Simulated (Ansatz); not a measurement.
# Rh16CO (Rhodium): the cost of one run

Computed with Ansatz 0.2.0 (DFT PBE, scalar-relativistic, plane waves, PAW, unless a step's input says otherwise).

The COD entry's cell or inner coordinates are ideal or old and differ from later refinements, so a difference from it is no clean test against experiment.

3 further runs of the same task are left out: 3 set aside as unsound or not needed. Runs told in other sessions of the task aren't counted.

**1. Starting point**

The structure is trigonal, space group P3m1 (No. 156). Conventional cell: a = 2.708 Å, b = 2.708 Å, c = 23.634 Å, α = 90.00°, β = 90.00°, γ = 120.00°. Rh (site symmetry 3m) has 9 Rh at 2.71 Å in its first shell of neighbours. Rh (site symmetry 3m) has 12 Rh at 2.67 to 2.71 Å in its first shell of neighbours. Around Rh (site symmetry 3m) lie 9 Rh at 2.68 to 2.71 Å.

Coordinates:

```xyz
16
Lattice="5.4164 0.0000 0.0000 -2.7082 4.6907 0.0000 0.0000 0.0000 23.6337" Properties=species:S:1:pos:R:3 pbc="T T T"
Rh    1.3541    0.7818    8.5000
Rh    0.0000    3.1272    8.5000
Rh    4.0623    0.7818    8.5000
Rh    2.7082    3.1272    8.5000
Rh    2.7082    1.5636   10.7112
Rh    1.3541    3.9090   10.7112
Rh    0.0000    1.5636   10.7112
Rh   -1.3541    3.9090   10.7112
Rh   -1.3541    2.3454   12.8760
Rh    0.0000    0.0000   12.8760
Rh    1.3541    2.3454   12.8760
Rh    2.7082    0.0000   12.8760
Rh    0.0000    3.1272   15.0530
Rh    1.3541    0.7818   15.0530
Rh    2.7082    3.1272   15.0530
Rh    4.0623    0.7818   15.0530
```

Planes are indexed in the bulk's conventional cell (Fm-3m (No. 225)), a = 3.830 Å, b = 3.830 Å, c = 3.830 Å, α = 90.00°, β = 90.00°, γ = 90.00°.

It is a (111) slab, 6.6 Å thick as cut, with 17 Å of vacuum, in a 2×2 surface cell; its outer planes are Rh (top) and Rh (bottom). An earlier relaxation, lower half held, gave -102439.6971 eV, work function 5.13 eV.

**2. Start: CO, top (Rh)**

Contents of input.yaml:

```yaml
crystal:
  lattice:
    - [5.4164069181, 0.0, 0.0]
    - [-2.7082034591, 4.6907459883, 0.0]
    - [0.0, 0.0, 26.7837165943]
  atoms:
    - { symbol: Rh, position: [0.3333333333, 0.1666666667, 0.3173570019] }
    - { symbol: Rh, position: [0.3333333333, 0.6666666667, 0.3173570019] }
    - { symbol: Rh, position: [0.8333333333, 0.1666666667, 0.3173570019] }
    - { symbol: Rh, position: [0.8333333333, 0.6666666667, 0.3173570019] }
    - { symbol: Rh, position: [0.6666666667, 0.3333333333, 0.3999160769] }
    - { symbol: Rh, position: [0.6666666667, 0.8333333333, 0.3999160769] }
    - { symbol: Rh, position: [0.1666666667, 0.3333333333, 0.3999160769] }
    - { symbol: Rh, position: [0.1666666667, 0.8333333333, 0.3999160769] }
    - { symbol: Rh, position: [0.0, 0.5, 0.4807415627] }
    - { symbol: Rh, position: [0.0, 0.0, 0.4807415627] }
    - { symbol: Rh, position: [0.5, 0.5, 0.4807415627] }
    - { symbol: Rh, position: [0.5, 0.0, 0.4807415627] }
    - { symbol: Rh, position: [0.3333333333, 0.6666666667, 0.5620205352] }
    - { symbol: Rh, position: [0.3333333333, 0.1666666667, 0.5620205352] }
    - { symbol: Rh, position: [0.8333333333, 0.6666666667, 0.5620205352] }
    - { symbol: Rh, position: [0.8333333333, 0.1666666667, 0.5620205352] }
    - { symbol: C, position: [0.3333333333, 0.6666666667, 0.6456534392] }
    - { symbol: O, position: [0.3333333333, 0.6666666667, 0.6885899748] }
basis:
  ecutwfc: 420
kpoints:
  mp_grid: { grid: [6, 6, 1] }
hamiltonian:
  xc: pbe
scf:
  occupations: { method: gaussian, width: 0.1 }
output:
  forces: true
  eigenvalues: true
  write_density: true
  write_potential: true
  elf: true
  volumetric_format: npy
relax:
  adjacent_minimum: "off"
  f_tol: 0.03
  max_steps: 70
  constraints: [{ sites: [0, 1, 2, 3, 4, 5, 6, 7] }]
efield:
  axis: 3
  dipole_correction: true
```

On the command line:

```
$ ansatz run input.yaml --threads 4 --pin off --max-ram 10240MiB --backend cpu --events-out ev --progress --plain --runs-dir out
```

What time and memory should one allow on 4 threads of Intel Xeon Platinum 8375C at 2.90GHz (Ice Lake), shared host?

About 2 min, with a peak of 2.6 GiB.
